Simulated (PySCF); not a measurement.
# H2O3Si2: relaxation and vibrations and intensities, part 1 of 2

The task, for H2O3Si2: 2 runs in a chain (relaxation and vibrations and intensities).

Program: PySCF 2.14.0. Level of theory: relaxation, pbe0, def2-tzvp, and further levels as typed in the inputs. These are calculated values, not measurements.

### 1 The starting structure

Bond lengths: H1–O2 0.970 Å, O2–Si3 1.680 Å, Si3–O4 1.680 Å, O4–H5 0.970 Å, Si3–O6 1.680 Å, O6–Si7 1.680 Å. Angles: H1–O2–Si3 84.6°, O2–Si3–O4 108.3°, O2–Si3–O6 106.9°, O4–Si3–O6 144.6°, Si3–O4–H5 114.5°, Si3–O6–Si7 108.8°.

As a file:

```xyz
7

H     0.9252    2.3902    1.4603
O     0.5874    1.5305    1.7564
Si    1.1214    0.9833    0.2605
O    -0.2213    0.5671   -0.6596
H    -0.0669   -0.1477   -1.2968
O     2.8007    0.9920    0.3068
Si    3.3333   -0.4765    0.9250
```

### 2 Relaxation: H2O3Si2, charge +1

The input, run.py:

```python
from pyscf import gto, dft
from pyscf.geomopt.geometric_solver import optimize
mol = gto.M(atom="mol.xyz", basis="def2-tzvp", charge=1, spin=1, verbose=4)
mf = dft.UKS(mol, xc="pbe0").density_fit().run(conv_tol=1e-9)
for i in range(6):  # look for a lower solution of the same spin
    mo, _, ok, _ = mf.stability(return_status=True)
    if ok: break
    mf.kernel(mf.make_rdm1(mo, mf.mo_occ))
print(f"converged SCF energy = {mf.e_tot:.10f}, stable: {ok}")
mf = mf.newton()  # steadier than the usual iterations for open shells
m = optimize(mf, maxsteps=60)
print("optimised structure (A):")
for k in range(m.natm): print(m.atom_symbol(k), *(f"{x:.8f}" for x in m.atom_coords(unit="A")[k]))
```

Run with:

```console
> python run.py
```

What it wrote:

```text
 M. J.T. Oliveira, and M. A.L. Marques.,  SoftwareX 7, 1–5 (2018)
XC functionals = pbe0
    C. Adamo and V. Barone.,  J. Chem. Phys. 110, 6158 (1999)
    M. Ernzerhof and G. E. Scuseria.,  J. Chem. Phys. 110, 5029 (1999)
radial grids:
    Treutler-Ahlrichs [JCP 102, 346 (1995); DOI:10.1063/1.469408] (M4) radial grids

becke partition: Becke, JCP 88, 2547 (1988); DOI:10.1063/1.454033
pruning grids: <function nwchem_prune at 0x7f882d991bc0>
grids dens level: 3
symmetrized grids: False
atomic radii adjust function: <function treutler_atomic_radii_adjust at 0x7f882d9928e0>
small_rho_cutoff = 0
******** <class 'pyscf.df.df_jk.DFUKS'> Newton solver flags ********
SCF tol = 1e-09
conv_tol_grad = None
max. SCF cycles = 50
direct_scf = False
max_cycle_inner = 12
max_stepsize = 0.05
ah_start_tol = 1e+09
ah_level_shift = 0
ah_conv_tol = 1e-12
ah_lindep = 1e-14
ah_start_cycle = 1
ah_max_cycle = 40
ah_grad_trust_region = 2.5
kf_interval = 4
kf_trust_region = 5
canonicalization = True
Set conv_tol_grad to 3.16228e-05
tot grids = 100224
******** <class 'pyscf.df.df.DF'> ********
auxbasis = def2-tzvp-jkfit
[... the frontier-level lines of each cycle are left out ...]
Initial guess E= -805.328960350817  |g|= 0.00213853
macro= 0  E= -805.328962948404  delta_E= -2.59759e-06  |g|= 1.37293e-05  3 KF 11 JK
macro= 1  E= -805.328962948405  delta_E= -9.09495e-13  |g|= 4.98651e-06  1 KF 2 JK
Canonicalize SCF orbitals
macro X = 2  E=-805.328962948405  |g|= 4.98651e-06  total 5 KF 16 JK
converged SCF energy = -805.328962948405  <S^2> = 0.75959016  2S+1 = 2.0095673

******** <class 'pyscf.grad.rhf.Gradients_Scanner'> for <class 'pyscf.scf.hf.SecondOrderDFUKS_Scanner'> ********
unit = Eh/Bohr
grid_response = False
--------------- SecondOrderDFUKS_Scanner gradients ---------------
         x                y                z
0 H    -0.0003047033    -0.0000130407    -0.0007109740
1 O    -0.0000365858    -0.0001925056     0.0009043251
2 Si    -0.0003385247     0.0002629170     0.0001155055
3 O     0.0003999816     0.0002416155    -0.0002310638
4 H    -0.0002904082     0.0000058816     0.0000887153
5 O     0.0003080818    -0.0000882576    -0.0002672078
6 Si     0.0001839922    -0.0002008201     0.0000758503
----------------------------------------------
cycle 8: E = -805.328962948  dE = -4.09747e-05  norm(grad) = 0.00150659

Geometry optimization cycle 9
Cartesian coordinates (Angstrom)
 Atom        New coordinates             dX        dY        dZ
   H   0.816861   2.635072   1.828777    0.023467 -0.004031  0.023834
   O   0.600173   1.721197   1.626920    0.000144  0.008035 -0.009391
  Si   1.103459   0.771035   0.478288   -0.004851 -0.001261 -0.002053
   O   0.005745   0.430983  -0.606764   -0.004883 -0.011328 -0.000231
   H   0.109642  -0.130475  -1.380127    0.009041 -0.004127 -0.004098
   O   2.695633   0.873660   0.005997   -0.002507  0.002187 -0.000016
  Si   3.180447  -0.482192   0.809961   -0.000864  0.005058 -0.002548
New geometry
   1 H      0.816860990819   2.635072056031   1.828777306837 AA    1.543643554490   4.979564504393   3.455888252742 Bohr
   2 O      0.600173107630   1.721196805244   1.626919613453 AA    1.134162800749   3.252590568388   3.074432496109 Bohr
   3 Si     1.103459479576   0.771034627486   0.478288263765 AA    2.085236205953   1.457044278505   0.903833827110 Bohr
   4 O      0.005745392607   0.430983476647  -0.606763651535 AA    0.010857218506   0.814440735076  -1.146617123743 Bohr
   5 H      0.109641721433  -0.130474798033  -1.380127393511 AA    0.207192825334  -0.246561634441  -2.608062790746 Bohr
   6 O      2.695633335598   0.873659515630   0.005996726053 AA    5.094008736529   1.650977210661   0.011332169885 Bohr
   7 Si     3.180446537996  -0.482192498528   0.809961460658 AA    6.010172910634  -0.911211761538   1.530605332095 Bohr

******** <class 'pyscf.scf.hf.SecondOrderDFUKS_Scanner'> ********
method = SecondOrderDFUKS_Scanner
initial guess = minao
damping factor = 0
level_shift factor = 0
DIIS = <class 'pyscf.scf.diis.CDIIS'>
diis_start_cycle = 1
diis_space = 8
diis_damp = 0
SCF conv_tol = 1e-09
SCF conv_tol_grad = None
SCF max_cycles = 50
direct_scf = False
number electrons alpha = 27  beta = 26
XC library pyscf.dft.libxc version 7.0.0
    S. Lehtola, C. Steigemann, M. J.T. Oliveira, and M. A.L. Marques.,  SoftwareX 7, 1–5 (2018)
XC functionals = pbe0
    C. Adamo and V. Barone.,  J. Chem. Phys. 110, 6158 (1999)
    M. Ernzerhof and G. E. Scuseria.,  J. Chem. Phys. 110, 5029 (1999)
radial grids:
    Treutler-Ahlrichs [JCP 102, 346 (1995); DOI:10.1063/1.469408] (M4) radial grids

becke partition: Becke, JCP 88, 2547 (1988); DOI:10.1063/1.454033
pruning grids: <function nwchem_prune at 0x7f882d991bc0>
grids dens level: 3
symmetrized grids: False
atomic radii adjust function: <function treutler_atomic_radii_adjust at 0x7f882d9928e0>
small_rho_cutoff = 0
******** <class 'pyscf.df.df_jk.DFUKS'> Newton solver flags ********
SCF tol = 1e-09
conv_tol_grad = None
max. SCF cycles = 50
direct_scf = False
max_cycle_inner = 12
max_stepsize = 0.05
ah_start_tol = 1e+09
ah_level_shift = 0
ah_conv_tol = 1e-12
ah_lindep = 1e-14
ah_start_cycle = 1
ah_max_cycle = 40
ah_grad_trust_region = 2.5
kf_interval = 4
kf_trust_region = 5
canonicalization = True
Set conv_tol_grad to 3.16228e-05
tot grids = 100224
******** <class 'pyscf.df.df.DF'> ********
auxbasis = def2-tzvp-jkfit
Initial guess E= -805.329012706951  |g|= 0.00438557
macro= 0  E= -805.329020845492  delta_E= -8.13854e-06  |g|= 2.30432e-05  3 KF 11 JK
macro= 1  E= -805.329020845491  delta_E= 1.81899e-12  |g|= 8.58939e-06  1 KF 2 JK
Canonicalize SCF orbitals
macro X = 2  E=-805.329020845491  |g|= 8.58939e-06  total 5 KF 16 JK
converged SCF energy = -805.329020845491  <S^2> = 0.7595856  2S+1 = 2.0095627

******** <class 'pyscf.grad.rhf.Gradients_Scanner'> for <class 'pyscf.scf.hf.SecondOrderDFUKS_Scanner'> ********
unit = Eh/Bohr
grid_response = False
--------------- SecondOrderDFUKS_Scanner gradients ---------------
         x                y                z
0 H    -0.0005972373     0.0003415088    -0.0002393387
1 O     0.0011332361    -0.0000452340     0.0006183923
2 Si    -0.0014572543    -0.0001257546     0.0002264157
3 O    -0.0001884767    -0.0001507620    -0.0005827389
4 H    -0.0000494584     0.0000392399    -0.0000678982
5 O     0.0012988590    -0.0010394960     0.0006343385
6 Si    -0.0002063647     0.0009775240    -0.0006161345
----------------------------------------------
cycle 9: E = -805.329020845  dE = -5.78971e-05  norm(grad) = 0.00305682

Geometry optimization cycle 10
Cartesian coordinates (Angstrom)
 Atom        New coordinates             dX        dY        dZ
   H   0.846830   2.625771   1.859288    0.029969 -0.009301  0.030510
   O   0.595886   1.732247   1.612615   -0.004287  0.011050 -0.014305
  Si   1.100625   0.771915   0.474856   -0.002834  0.000880 -0.003432
   O   0.001479   0.419307  -0.605232   -0.004266 -0.011677  0.001532
   H   0.119876  -0.136168  -1.381264    0.010234 -0.005693 -0.001137
   O   2.694118   0.878352   0.005862   -0.001516  0.004692 -0.000135
  Si   3.181496  -0.478160   0.805524    0.001050  0.004032 -0.004437
New geometry
   1 H      0.846829711858   2.625771376391   1.859287502967 AA    1.600276229556   4.961988767101   3.513544167435 Bohr
   2 O      0.595885684985   1.732246776039   1.612614698677 AA    1.126060746171   3.273471986874   3.047400124947 Bohr
   3 Si     1.100625423894   0.771914999915   0.474856205885 AA    2.079880616892   1.458707941282   0.897348177674 Bohr
   4 O      0.001479295063   0.419306780611  -0.605232040755 AA    0.002795462526   0.792374977529  -1.143722798838 Bohr
   5 H      0.119875639860  -0.136167688819  -1.381264325770 AA    0.226532128342  -0.257319638884  -2.610211281337 Bohr
   6 O      2.694117781234   0.878351713612   0.005862151882 AA    5.091144753853   1.659844179769   0.011077861557 Bohr
   7 Si     3.181496210451  -0.478160169942   0.805524345470 AA    6.012156504095  -0.903591764866   1.522220399608 Bohr

******** <class 'pyscf.scf.hf.SecondOrderDFUKS_Scanner'> ********
[... 857 lines left out ...]
auxbasis = def2-tzvp-jkfit
Initial guess E= -805.330620068276  |g|= 0.000936764
macro= 0  E= -805.330620658346  delta_E= -5.90069e-07  |g|= 1.51071e-05  3 KF 10 JK
macro= 1  E= -805.330620658348  delta_E= -2.04636e-12  |g|= 6.78651e-06  1 KF 2 JK
Canonicalize SCF orbitals
macro X = 2  E=-805.330620658348  |g|= 6.78651e-06  total 5 KF 15 JK
converged SCF energy = -805.330620658348  <S^2> = 0.75961326  2S+1 = 2.0095903

******** <class 'pyscf.grad.rhf.Gradients_Scanner'> for <class 'pyscf.scf.hf.SecondOrderDFUKS_Scanner'> ********
unit = Eh/Bohr
grid_response = False
--------------- SecondOrderDFUKS_Scanner gradients ---------------
         x                y                z
0 H    -0.0000231426     0.0000506853    -0.0000230921
1 O    -0.0000065399    -0.0001040385     0.0000141801
2 Si     0.0002846604     0.0000917332     0.0000352971
3 O    -0.0000294339     0.0000571366    -0.0000124422
4 H     0.0000258415    -0.0000138774     0.0000339635
5 O    -0.0002392431     0.0000402949    -0.0000605801
6 Si     0.0000437955    -0.0000970549     0.0000927021
----------------------------------------------
cycle 19: E = -805.330620658  dE = -7.41627e-06  norm(grad) = 0.000440636

Geometry optimization cycle 20
Cartesian coordinates (Angstrom)
 Atom        New coordinates             dX        dY        dZ
   H   1.031985   2.389991   2.100167    0.000651 -0.004530  0.001474
   O   0.544427   1.882344   1.446429   -0.000223  0.001841 -0.002921
  Si   1.119477   0.815035   0.437234   -0.001456 -0.000605 -0.001338
   O   0.009251   0.381777  -0.596248   -0.001073 -0.000933 -0.001522
   H   0.117775  -0.177824  -1.369428   -0.001152  0.000144 -0.002310
   O   2.703605   0.906573  -0.045289   -0.000686 -0.000051 -0.001202
  Si   3.209690  -0.422167   0.800968   -0.000635  0.000493 -0.001657
New geometry
   1 H      1.031985354872   2.389991027559   2.100167296277 AA    1.950169685269   4.516428482254   3.968741005731 Bohr
   2 O      0.544426806866   1.882344007382   1.446429359623 AA    1.028817559848   3.557114646168   2.733355348218 Bohr
   3 Si     1.119476716305   0.815035466580   0.437234028889 AA    2.115504396644   1.540193813643   0.826252566940 Bohr
   4 O      0.009251142073   0.381776997471  -0.596247943034 AA    0.017482124858   0.721453965879  -1.126745314669 Bohr
   5 H      0.117774910067  -0.177823663741  -1.369428267792 AA    0.222562324372  -0.336038022938  -2.587844373365 Bohr
   6 O      2.703604629402   0.906572726746  -0.045289302056 AA    5.109072298676   1.713174165550  -0.085584377258 Bohr
   7 Si     3.209689667175  -0.422166554253   0.800968416254 AA    6.065434415808  -0.797779166489   1.513610941147 Bohr

******** <class 'pyscf.scf.hf.SecondOrderDFUKS_Scanner'> ********
method = SecondOrderDFUKS_Scanner
initial guess = minao
damping factor = 0
level_shift factor = 0
DIIS = <class 'pyscf.scf.diis.CDIIS'>
diis_start_cycle = 1
diis_space = 8
diis_damp = 0
SCF conv_tol = 1e-09
SCF conv_tol_grad = None
SCF max_cycles = 50
direct_scf = False
number electrons alpha = 27  beta = 26
XC library pyscf.dft.libxc version 7.0.0
    S. Lehtola, C. Steigemann, M. J.T. Oliveira, and M. A.L. Marques.,  SoftwareX 7, 1–5 (2018)
XC functionals = pbe0
    C. Adamo and V. Barone.,  J. Chem. Phys. 110, 6158 (1999)
    M. Ernzerhof and G. E. Scuseria.,  J. Chem. Phys. 110, 5029 (1999)
radial grids:
    Treutler-Ahlrichs [JCP 102, 346 (1995); DOI:10.1063/1.469408] (M4) radial grids

becke partition: Becke, JCP 88, 2547 (1988); DOI:10.1063/1.454033
pruning grids: <function nwchem_prune at 0x7f882d991bc0>
grids dens level: 3
symmetrized grids: False
atomic radii adjust function: <function treutler_atomic_radii_adjust at 0x7f882d9928e0>
small_rho_cutoff = 0
******** <class 'pyscf.df.df_jk.DFUKS'> Newton solver flags ********
SCF tol = 1e-09
conv_tol_grad = None
max. SCF cycles = 50
direct_scf = False
max_cycle_inner = 12
max_stepsize = 0.05
ah_start_tol = 1e+09
ah_level_shift = 0
ah_conv_tol = 1e-12
ah_lindep = 1e-14
ah_start_cycle = 1
ah_max_cycle = 40
ah_grad_trust_region = 2.5
kf_interval = 4
kf_trust_region = 5
canonicalization = True
Set conv_tol_grad to 3.16228e-05
tot grids = 100224
******** <class 'pyscf.df.df.DF'> ********
auxbasis = def2-tzvp-jkfit
Initial guess E= -805.330621767021  |g|= 0.000656476
macro= 0  E= -805.330621979267  delta_E= -2.12246e-07  |g|= 6.18998e-05  2 KF 7 JK
macro= 1  E= -805.330621979266  delta_E= 1.13687e-12  |g|= 1.23707e-05  1 KF 2 JK
Canonicalize SCF orbitals
macro X = 2  E=-805.330621979266  |g|= 1.23707e-05  total 4 KF 12 JK
converged SCF energy = -805.330621979266  <S^2> = 0.75961471  2S+1 = 2.0095917

******** <class 'pyscf.grad.rhf.Gradients_Scanner'> for <class 'pyscf.scf.hf.SecondOrderDFUKS_Scanner'> ********
unit = Eh/Bohr
grid_response = False
--------------- SecondOrderDFUKS_Scanner gradients ---------------
         x                y                z
0 H     0.0000188759     0.0000119573    -0.0000013449
1 O    -0.0000036975     0.0000047731     0.0000250779
2 Si    -0.0000105998     0.0000046050     0.0000420486
3 O    -0.0000097107     0.0000159021    -0.0000208381
4 H     0.0000135485    -0.0000191956     0.0000263701
5 O     0.0000573463    -0.0000531010     0.0000219851
6 Si    -0.0000100409     0.0000582521    -0.0000152408
----------------------------------------------
cycle 20: E = -805.330621979  dE = -1.32092e-06  norm(grad) = 0.000124157

Geometry optimization cycle 21
Cartesian coordinates (Angstrom)
 Atom        New coordinates             dX        dY        dZ
   H   1.031213   2.388054   2.100241   -0.000772 -0.001937  0.000073
   O   0.543842   1.882531   1.444722   -0.000584  0.000187 -0.001708
  Si   1.118660   0.814646   0.435965   -0.000817 -0.000390 -0.001269
   O   0.008418   0.381309  -0.597416   -0.000833 -0.000468 -0.001168
   H   0.116863  -0.177514  -1.371166   -0.000912  0.000310 -0.001738
   O   2.702899   0.906330  -0.046544   -0.000705 -0.000243 -0.001254
  Si   3.209016  -0.422464   0.799499   -0.000674 -0.000297 -0.001469
New geometry
   1 H      1.031213383207   2.388053887820   2.100240730930 AA    1.948710870248   4.512767818683   3.968879777113 Bohr
   2 O      0.543842315514   1.882530853913   1.444721599049 AA    1.027713031270   3.557467734940   2.730128148447 Bohr
   3 Si     1.118659935428   0.814645964656   0.435964585742 AA    2.113960904483   1.539457761682   0.823853667063 Bohr
   4 O      0.008418110629   0.381308577816  -0.597416363341 AA    0.015907923576   0.720568781019  -1.128953309049 Bohr
   5 H      0.116863360436  -0.177513852777  -1.371166317311 AA    0.220839745220  -0.335452565064  -2.591128810947 Bohr
   6 O      2.702899315892   0.906329525078  -0.046543510387 AA    5.107739449310   1.712714581005  -0.087954487507 Bohr
   7 Si     3.209015788754  -0.422463874342   0.799498968503 AA    6.064160970150  -0.798341020029   1.510834087343 Bohr

******** <class 'pyscf.scf.hf.SecondOrderDFUKS_Scanner'> ********
method = SecondOrderDFUKS_Scanner
initial guess = minao
damping factor = 0
level_shift factor = 0
DIIS = <class 'pyscf.scf.diis.CDIIS'>
diis_start_cycle = 1
diis_space = 8
diis_damp = 0
SCF conv_tol = 1e-09
SCF conv_tol_grad = None
SCF max_cycles = 50
direct_scf = False
number electrons alpha = 27  beta = 26
XC library pyscf.dft.libxc version 7.0.0
    S. Lehtola, C. Steigemann, M. J.T. Oliveira, and M. A.L. Marques.,  SoftwareX 7, 1–5 (2018)
XC functionals = pbe0
    C. Adamo and V. Barone.,  J. Chem. Phys. 110, 6158 (1999)
    M. Ernzerhof and G. E. Scuseria.,  J. Chem. Phys. 110, 5029 (1999)
radial grids:
    Treutler-Ahlrichs [JCP 102, 346 (1995); DOI:10.1063/1.469408] (M4) radial grids

becke partition: Becke, JCP 88, 2547 (1988); DOI:10.1063/1.454033
pruning grids: <function nwchem_prune at 0x7f882d991bc0>
grids dens level: 3
symmetrized grids: False
atomic radii adjust function: <function treutler_atomic_radii_adjust at 0x7f882d9928e0>
small_rho_cutoff = 0
******** <class 'pyscf.df.df_jk.DFUKS'> Newton solver flags ********
SCF tol = 1e-09
conv_tol_grad = None
max. SCF cycles = 50
direct_scf = False
max_cycle_inner = 12
max_stepsize = 0.05
ah_start_tol = 1e+09
ah_level_shift = 0
ah_conv_tol = 1e-12
ah_lindep = 1e-14
ah_start_cycle = 1
ah_max_cycle = 40
ah_grad_trust_region = 2.5
kf_interval = 4
kf_trust_region = 5
canonicalization = True
Set conv_tol_grad to 3.16228e-05
tot grids = 100224
******** <class 'pyscf.df.df.DF'> ********
auxbasis = def2-tzvp-jkfit
Initial guess E= -805.330622112116  |g|= 0.000230976
macro= 0  E= -805.330622135515  delta_E= -2.33983e-08  |g|= 1.68922e-05  2 KF 6 JK
macro= 1  E= -805.330622135513  delta_E= 1.59162e-12  |g|= 6.63146e-06  1 KF 2 JK
Canonicalize SCF orbitals
macro X = 2  E=-805.330622135513  |g|= 6.63146e-06  total 4 KF 11 JK
converged SCF energy = -805.330622135513  <S^2> = 0.75961366  2S+1 = 2.0095907

******** <class 'pyscf.grad.rhf.Gradients_Scanner'> for <class 'pyscf.scf.hf.SecondOrderDFUKS_Scanner'> ********
unit = Eh/Bohr
grid_response = False
--------------- SecondOrderDFUKS_Scanner gradients ---------------
         x                y                z
0 H     0.0000213230    -0.0000010784     0.0000042959
1 O     0.0000054917     0.0000317121     0.0000149900
2 Si    -0.0000681696    -0.0000223904     0.0000338894
3 O     0.0000010983     0.0000112609    -0.0000081823
4 H     0.0000080265    -0.0000186516     0.0000240523
5 O     0.0000967007    -0.0000357830     0.0000283026
6 Si    -0.0000089158     0.0000576981    -0.0000196764
----------------------------------------------
cycle 21: E = -805.330622136  dE = -1.56247e-07  norm(grad) = 0.000156351
optimised structure (A):
H 1.03121338 2.38805389 2.10024073
O 0.54384232 1.88253085 1.44472160
Si 1.11865994 0.81464596 0.43596459
O 0.00841811 0.38130858 -0.59741636
H 0.11686336 -0.17751385 -1.37116632
O 2.70289932 0.90632953 -0.04654351
Si 3.20901579 -0.42246387 0.79949897
```

It took 8.8 min on 3 threads of Intel Xeon Platinum 8488C (Sapphire Rapids), shared host.

(Continued in part 2 of 2.)
